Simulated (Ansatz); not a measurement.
**InSb3 under changes of volume**

One of the cells (27.758 Å³/atom); the others are scaled copies at fixed shape and fractional positions:

```
Sb In
1.0
     4.80637    0.00000    0.00000
     0.00000    4.80637    0.00000
     0.00000    0.00000    4.80637
Sb In
3 1
Direct
  0.50000 0.50000 0.00000
  0.00000 0.50000 0.50000
  0.50000 0.00000 0.50000
  0.00000 0.00000 0.00000
```

The cell comes from a database or a generator and needn't be the stable form of this composition.

| Item | Value |
| --- | --- |
| Program | Ansatz 0.2.0 |
| Functional | PBEsol |
| Potentials or basis | all-electron LAPW, scalar-relativistic |
| Cutoff | 155 eV (chosen from the basis error) |
| Basis error allowed | 0.001 eV/atom |
| k mesh | 6 × 6 × 6 |
| Occupations | fermi-dirac, width 0.05 eV |
| Spin | no spin polarisation |

| volume (Å³/atom) | energy over the lowest point (meV/atom) | pressure (GPa) |
| --- | --- | --- |
| 26.093 | 0.28 | 0.7 |
| 26.648 | 0.00 | -0.6 |
| 27.203 | 3.91 | -1.7 |
| 27.758 | 11.52 | -2.7 |
| 28.313 | ? | ? |
| 28.868 | 36.20 | -4.3 |
| 29.424 | 52.44 | -5.0 |

Q: What does the run at 28.313 Å³/atom give?

A: Energy over the lowest point 22.42 meV/atom; pressure -3.5 GPa.

Worked out: A Birch-Murnaghan fit of order 3 (a polynomial in V^(-2/3)) to the other rows has its minimum at 26.40 Å³/atom with B0 = V·E''(V) = 61 GPa and B' = 5.2. It gives 22.43 meV/atom at 28.313 Å³/atom, against the run's 22.42, and -dE/dV = -3.6 GPa, against -3.5.

Energies are extrapolated to zero smearing.
